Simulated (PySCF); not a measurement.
# PSe at other levels of theory

Starting from one script, swap the method and compare what comes out for PSe.

Computed with PySCF 2.14.0. Level: method and basis as typed in the scripts.

2 further runs of the same task are left out: 2 that didn't finish.

**1. Starting geometry**

PSe: 2 atoms, charge 0, spin multiplicity 2.

Bond lengths: P1–Se2 2.289 Å.

**2. The run that the others are compared with**

Contents of input.py:

```python
from pyscf import gto, scf, mp

mol = gto.M(
    atom='P 0 0 0; Se 0 0 2.289',
    basis='x2c-svpall',
    charge=0,
    spin=1,
    verbose=4,
)
mf = scf.UHF(mol)
mf = mf.sfx2c1e()
mf.kernel()
mp.MP2(mf, frozen=14).kernel()
mf.dip_moment()
print('orbital energies (hartree):', [e[max(0, n-3):n+3].round(4) for e, n in zip(mf.mo_energy, mol.nelec)])
```

Command:

```bash
OMP_NUM_THREADS=1 python input.py
```

**3. CASSCF (ROHF)**

Variant 1 changes step after the SCF: mp2 → casscf; SCF type: UHF → ROHF; active space: none → 7 electrons in 5 orbitals.

Contents of input.py:

```python
from pyscf import gto, scf, mcscf

mol = gto.M(
    atom='P 0 0 0; Se 0 0 2.289',
    basis='x2c-svpall',
    charge=0,
    spin=1,
    verbose=4,
)
mf = scf.ROHF(mol)
mf = mf.sfx2c1e()
mf.kernel()
mc = mcscf.CASSCF(mf, 5, 7)
mc.kernel()
mc.analyze()
mf.dip_moment()
print('orbital energies (hartree):', mf.mo_energy[..., max(0, mol.nelec[1]-3):mol.nelec[0]+3].round(4))
```

**4. SCF alone**

Variant 2 changes step after the SCF: mp2 → none.

Changes to input.py since step 2:

```diff
@@ -1,2 +1,2 @@
-from pyscf import gto, scf, mp
+from pyscf import gto, scf
 
@@ -12,3 +12,2 @@
 mf.kernel()
-mp.MP2(mf, frozen=14).kernel()
 mf.dip_moment()
```

**5. CASCI (ROHF)**

Variant 3 changes step after the SCF: mp2 → casci; SCF type: UHF → ROHF; active space: none → 1 electrons in 2 orbitals.

Contents of input.py:

```python
from pyscf import gto, scf, mcscf

mol = gto.M(
    atom='P 0 0 0; Se 0 0 2.289',
    basis='x2c-svpall',
    charge=0,
    spin=1,
    verbose=4,
)
mf = scf.ROHF(mol)
mf = mf.sfx2c1e()
mf.kernel()
mc = mcscf.CASCI(mf, 2, 1)
mc.kernel()
mc.analyze()
mf.dip_moment()
print('orbital energies (hartree):', mf.mo_energy[..., max(0, mol.nelec[1]-3):mol.nelec[0]+3].round(4))
```

**6. Polarisability**

Variant 4 changes step after the SCF: mp2 → polarizability.

Changes to input.py since step 2:

```diff
@@ -1,2 +1,3 @@
-from pyscf import gto, scf, mp
+from pyscf import gto, scf
+from pyscf.prop.polarizability import uhf as pol
 
@@ -12,3 +13,4 @@
 mf.kernel()
-mp.MP2(mf, frozen=14).kernel()
+print('polarizability (a.u.)')
+print(pol.Polarizability(mf).polarizability().round(4))
 mf.dip_moment()
```

Before running it: what results should come out? Wanted: for each run, E(SCF); from base; gap, α spin; SCF dipole; after the SCF.

**Answer**, as computed:

```csv
run,E(SCF) (hartree),from base (eV),cycles,"gap, α spin (eV)",SCF dipole (D),after the SCF
base,-2769.062504,0,19,7.72,1.65,"MP2 correlation -9.332 eV, core frozen"
CASSCF (ROHF),-2769.058423,+0.1111,15,n/a,1.64,CASSCF correlation -1.363 eV
SCF alone,-2769.062504,0.0000,19,7.72,1.65,n/a
CASCI (ROHF),-2769.058423,+0.1111,15,n/a,1.64,n/a
polarisability,-2769.062504,0.0000,19,7.72,1.65,n/a
```

What this shows: The dearest run is “CASSCF (ROHF)”, at 8.1 s against 1.6 s.
